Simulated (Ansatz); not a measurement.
# BeRu3 in Ansatz: convergence with smearing width

BeRu3:

```xyz
4
Lattice="-1.8058 1.8058 3.9534 1.8058 -1.8058 3.9534 1.8058 1.8058 -3.9534" Properties=species:S:1:pos:R:3 pbc="T T T"
Ru    0.0000    0.0000    3.9534
Ru    1.8058    0.0000    1.9767
Ru    0.0000    1.8058    1.9767
Be    0.0000    0.0000    0.0000
```

The cell comes from a database or a generator and needn't be the stable form of this composition.

* Program: Ansatz 0.2.0
* Task: convergence study
* Functional: PBE
* Potentials or basis: Ansatz PAW
* Cutoff: 420 eV (not typed: the program's choice for these potentials)
* k mesh: 9 × 9 × 9
* Occupations: methfessel-paxton, width 0.3 eV
* Spin: spin-orbit coupling, no magnetisation

These are the settings of the first run; the series varies smearing width, with any setting tied to it.

Hardware: 2 threads of Arm Neoverse V2, on a shared host.

| smearing width | energy less the tightest run, at zero smearing (meV/atom) | pressure (GPa) | SCF cycles | CPU time (s) | peak memory (GiB) |
| --- | --- | --- | --- | --- | --- |
| 0.3 eV | 0.29 | -2.11 | 9 | 34 | 0.65 |
| 0.2 eV | -0.35 | -2.11 | 9 | 36 | 0.66 |
| 0.15 eV | -0.35 | -2.09 | 9 | 34 | 0.65 |
| 0.1 eV | -0.15 | -2.07 | 9 | 34 | 0.66 |
| 0.05 eV | -0.07 | -2.06 | 10 | 37 | 0.66 |
| 0.025 eV | -0.03 | -2.07 | 10 | 36 | 0.66 |
| 0.01 eV | 0.00 | -2.07 | 10 | 35 | 0.66 |
| 0.005 eV | 0.00 | -2.07 | 11 | 38 | 0.66 |

Against the tightest run, the energy stays within 1 meV/atom from 0.3 eV on; the pressure stays within 0.1 GPa from 0.3 eV on. Narrower smearing needs a denser k mesh, so at a fixed mesh the narrowest width isn't the most accurate. The tightest run that finished is the yardstick and may itself not be fully converged.
